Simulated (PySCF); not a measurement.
# C2H4SSi (SMILES [SiH3]C#CS): a chain of runs

Wanted: a structure relaxation (LC-BLYP/def2-SVP), then the energy (NEVPT2(8,10)/6-31G), then energy and one-electron properties (SOGGA11/def2-TZVPP) of C2H4SSi. Input form: a Python script.

The results are computed with PySCF 2.14.0.

1 further run of the same task is left out (for a faulty analytic Hessian).

## 1. The structure to begin with

C2H4SSi has 8 atoms, charge 0, and is taken as a singlet. As SMILES, `[SiH3]C#CS`. All atoms were displaced at random from a relaxed shape. The run starts from this shape.

Bond lengths: Si1–C2 1.892 Å, C2–C3 1.274 Å, C3–S4 1.559 Å, Si1–H5 1.363 Å, Si1–H6 1.232 Å, Si1–H7 1.489 Å, S4–H8 1.411 Å. Angles: Si1–C2–C3 174.1°, C2–C3–S4 170.3°, C2–Si1–H5 103.1°, C2–Si1–H6 119.5°, C2–Si1–H7 99.0°, C3–S4–H8 102.1°, H5–Si1–H6 112.6°, H5–Si1–H7 104.9°, H6–Si1–H7 115.7°.

## 2. A geometry optimisation at LC-BLYP/def2-SVP (density fitting) (run 1)

Contents of run.py:

```python
from pyscf import gto, dft
from pyscf import df
from pyscf.geomopt.geometric_solver import kernel as optimise

mol = gto.M(
    atom=[
    ('Si', (-0.391596, 1.588042, -0.518480)),
    ('C', (-0.053311, -0.201007, -0.004207)),
    ('C', (0.090188, -1.386147, 0.440087)),
    ('S', (0.128869, -2.750064, 1.193383)),
    ('H', (-1.144121, 1.448791, -1.645954)),
    ('H', (-0.894108, 2.368359, 0.292034)),
    ('H', (0.966776, 1.950619, -1.008593)),
    ('H', (1.495032, -3.092588, 1.116993)),
],
    verbose=4,
    charge=0,
    max_memory=1860,
    basis='def2-svp',
    spin=0,
)

myscf = dft.RKS(mol)
myscf.xc = 'lc_blyp'
myscf = myscf.density_fit(auxbasis=df.aug_etb(mol, beta=2.0))
converged, mol_eq = optimise(myscf, maxsteps=100, convergence_set='GAU_TIGHT')
print('converged:', converged)
print(mol_eq.tostring())

myscf.reset(mol_eq)
mol = mol_eq
myscf.kernel()
etot = myscf.e_tot
print(f'total energy: {etot:.8f} hartree')
```

On the command line:

```bash
$ OMP_NUM_THREADS=1 python run.py
```

Output:

```text
PySCF version 2.14.0

[... 82 lines left out ...]
> Will converge when all 5 criteria are reached:
[... 95 lines left out ...]
Step    0 : Gradient = 1.211e-01/1.899e-01 (rms/max) Energy = -765.2215351843
[... 234 lines left out ...]
converged SCF energy = -765.287567639031
[... 230 lines left out ...]
converged SCF energy = -765.287608253017
[... 212 lines left out ...]
converged SCF energy = -765.287608287304
[... 210 lines left out ...]
converged SCF energy = -765.287608294023
[... 80 lines left out ...]
converged SCF energy = -765.287608294409
total energy: -765.28760829 hartree
```

Run time: 13 min. Hardware: 1 thread of Intel Xeon at 2.50GHz (Skylake/Cascade Lake), shared host; peak memory 0.83 GiB.

Steps, from the record of the run:

| step | energy from the first frame kept (eV) | largest force (eV/Å) |
| --- | --- | --- |
| 0 | 0.0000 | 9.7659 |
| 2 | -1.7893 | 0.7940 |
| 4 | -1.7975 | 0.0287 |
| 6 | -1.7979 | 0.0210 |
| 8 | -1.7979 | 0.0053 |
| 10 | -1.7979 | 0.0018 |
| 12 | -1.7979 | 0.0022 |
| 14 | -1.7979 | 0.0062 |
| 16 | -1.7979 | 0.0030 |
| 18 | -1.7979 | 0.0035 |
| 20 | -1.7979 | 0.0020 |
| 22 | -1.7979 | 0.0017 |
| 24 | -1.7979 | 0.0042 |
| 26 | -1.7979 | 0.0031 |
| 28 | -1.7979 | 0.0012 |
| 30 | -1.7979 | 0.0009 |
| 32 | -1.7979 | 0.0006 |

After the run. Bond lengths: Si1–C2 1.828 Å, C2–C3 1.217 Å, C3–S4 1.693 Å, Si1–H5 1.491 Å, Si1–H6 1.491 Å, Si1–H7 1.491 Å, S4–H8 1.355 Å. Angles: Si1–C2–C3 179.6°, C2–C3–S4 176.5°, C2–Si1–H5 110.1°, C2–Si1–H6 110.1°, C2–Si1–H7 108.8°, C3–S4–H8 96.3°, H5–Si1–H6 109.1°, H5–Si1–H7 109.3°, H6–Si1–H7 109.3°.

## 3. A single-point energy at NEVPT2(8,10)/6-31G (density fitting with def2-universal-jkfit) (run 3)

Contents of geometry.xyz:

```xyz
8

Si    -0.317224     1.508845    -0.623381
C     -0.124956    -0.178777     0.051518
C      0.011918    -1.301782     0.500062
S      0.099891    -2.866645     1.140220
H     -1.214695     1.485287    -1.813628
H     -0.900493     2.410204     0.411049
H      1.023331     2.022087    -1.026174
H      1.440429    -3.008818     1.000533
```

Contents of calc.py:

```python
import numpy
from pyscf import gto, scf, mp, mcscf, mrpt

mol = gto.M(
    atom='geometry.xyz',
    basis='6-31g',
    max_memory=1860,
    charge=0,
    verbose=3,
    spin=0,
)

mf = mol.RHF()
mf = mf.density_fit(auxbasis='def2-universal-jkfit')
mf.kernel()

pt = mp.MP2(scf.addons.convert_to_uhf(mf)).run()
noons, natorbs = mcscf.addons.make_natural_orbitals(pt)
print('natural occupations', numpy.round(noons[:40], 4))
cas = mcscf.CASSCF(mf, 10, 8)
cas.fix_spin_(ss=0.0)
cas.natorb = True
cas.kernel(natorbs)
e_pt2 = mrpt.NEVPT(cas).kernel()
etot = cas.e_tot + e_pt2
print('E = %.10f Eh' % etot)
```

On the command line:

```bash
$ OMP_NUM_THREADS=1 python calc.py
```

Output:

```text
converged SCF energy = -764.301395909016
E(DFUMP2) = -764.600273940369  E_corr = -0.298878031352361
E(SCS-DFUMP2) = -764.601964649903  E_corr = -0.30056874088644
natural occupations [2.     2.     2.     1.9999 1.9999 1.9999 1.9999 1.9999 1.9998 1.9998
 1.9998 1.9997 1.992  1.9888 1.9852 1.983  1.9824 1.9823 1.9794 1.9735
 1.97   1.9378 1.9363 0.0584 0.0577 0.0267 0.0201 0.0181 0.0147 0.0126
 0.0122 0.012  0.0081 0.0071 0.0064 0.0064 0.0058 0.0032 0.0031 0.0029]
CASSCF energy = -764.443866911122
CASCI E = -764.443866911122  E(CI) = -17.1158850256953  S^2 = 0.0000000
Sr    (-1)',   E = -0.01248005829056
Si    (+1)',   E = -0.00642831086998
Sijrs (0)  ,   E = -0.08467792861025
Sijr  (+1) ,   E = -0.00901118792815
Srsi  (-1) ,   E = -0.01240924375499
Srs   (-2) ,   E = -0.00327274631571
Sij   (+2) ,   E = -0.00296448922206
Sir   (0)' ,   E = -0.02179129726264
Nevpt2 Energy = -0.153035262254346
E = -764.5969021734 Eh
```

It took 74 s on 1 thread of Intel Xeon at 2.50GHz (Skylake/Cascade Lake), shared host; peak memory 0.18 GiB.

## 4. Energy and one-electron properties at SOGGA11/def2-TZVPP (run 4)

Contents of calc.py:

```python
import numpy
from pyscf import gto, scf, dft, lo

molecule = gto.M(
    atom='''
Si    -0.317224     1.508845    -0.623381
C     -0.124956    -0.178777     0.051518
C      0.011918    -1.301782     0.500062
S      0.099891    -2.866645     1.140220
H     -1.214695     1.485287    -1.813628
H     -0.900493     2.410204     0.411049
H      1.023331     2.022087    -1.026174
H      1.440429    -3.008818     1.000533
''',
    max_memory=1860,
    charge=0,
    spin=0,
    verbose=4,
    basis='def2-tzvpp',
)

ks = dft.RKS(molecule)
ks.xc = 'sogga11'
ks.kernel()

e_tot = ks.e_tot
print('E = %.10f Eh' % e_tot)
ks.analyze()
quad = ks.quad_moment()
occ = ks.mo_coeff[:, ks.mo_occ > 0]
iaos = lo.vec_lowdin(lo.iao.iao(molecule, occ), ks.get_ovlp())
c = iaos.T @ ks.get_ovlp() @ occ
pop_iao, q_iao = scf.hf.mulliken_pop(lo.iao.reference_mol(molecule), (c * ks.mo_occ[ks.mo_occ > 0]) @ c.T, numpy.eye(c.shape[0]), verbose=0)
print('IAO charges', numpy.round(q_iao, 4))
```

On the command line:

```bash
$ OMP_NUM_THREADS=1 python calc.py
```

Output:

```text
PySCF version 2.14.0

[... 102 lines left out ...]
MO #3   energy= -9.94175354897994  occ= 2
[... 24 lines left out ...]
MO #28  energy= -0.00622591445548146 occ= 0
[... 24 lines left out ...]
MO #53  energy= 0.452404648622455  occ= 0
[... 24 lines left out ...]
MO #78  energy= 1.00920411072152   occ= 0
[... 24 lines left out ...]
MO #103 energy= 1.55443137835688   occ= 0
[... 24 lines left out ...]
MO #128 energy= 2.62632737284769   occ= 0
[... 24 lines left out ...]
MO #153 energy= 3.4967784567352    occ= 0
[... 24 lines left out ...]
MO #178 energy= 4.47042017094146   occ= 0
[... 237 lines left out ...]
Dipole moment(X, Y, Z, Debye):  0.94648, -0.56147,  0.09399
[... 2 lines left out ...]
IAO charges [ 0.5695 -0.3576 -0.1887  0.1226 -0.0934 -0.0933 -0.0897  0.1306]
```

It took 4.9 min on 1 thread of Intel Xeon at 2.50GHz (Skylake/Cascade Lake), shared host; peak memory 0.65 GiB.

Atomic charges (e):

| atom | Mulliken | IAO |
| --- | --- | --- |
| Si1 | +0.910 | +0.570 |
| C2 | -0.245 | -0.358 |
| C3 | +0.113 | -0.189 |
| S4 | -0.110 | +0.123 |
| H5 | -0.294 | -0.093 |
| H6 | -0.294 | -0.093 |
| H7 | -0.300 | -0.090 |
| H8 | +0.221 | +0.131 |

## 5. Summary of results

```
                                                        quantity          value
                run 1, LC-BLYP/def2-SVP: total energy at the end  -765.28761 Eh
                          run 1, LC-BLYP/def2-SVP: dipole moment         1.17 D
                            run 1, LC-BLYP/def2-SVP: HOMO energy       -9.03 eV
                            run 1, LC-BLYP/def2-SVP: LUMO energy        1.60 eV
                          run 1, LC-BLYP/def2-SVP: HOMO–LUMO gap       10.63 eV
                         run 3, NEVPT2(8,10)/6-31G: total energy  -764.59690 Eh
 run 3, NEVPT2(8,10)/6-31G: dipole moment (Hartree–Fock density)         1.26 D
  run 3, NEVPT2(8,10)/6-31G: HOMO energy (Hartree–Fock orbitals)       -9.53 eV
  run 3, NEVPT2(8,10)/6-31G: LUMO energy (Hartree–Fock orbitals)        3.38 eV
run 3, NEVPT2(8,10)/6-31G: HOMO–LUMO gap (Hartree–Fock orbitals)       12.91 eV
                         run 4, SOGGA11/def2-TZVPP: total energy  -766.27218 Eh
                        run 4, SOGGA11/def2-TZVPP: dipole moment         1.10 D
                          run 4, SOGGA11/def2-TZVPP: HOMO energy       -6.07 eV
                          run 4, SOGGA11/def2-TZVPP: LUMO energy       -1.90 eV
                        run 4, SOGGA11/def2-TZVPP: HOMO–LUMO gap        4.17 eV
```

In words: The optimisation (run 1, LC-BLYP/def2-SVP) took 32 steps and changed the energy by -1.798 eV.
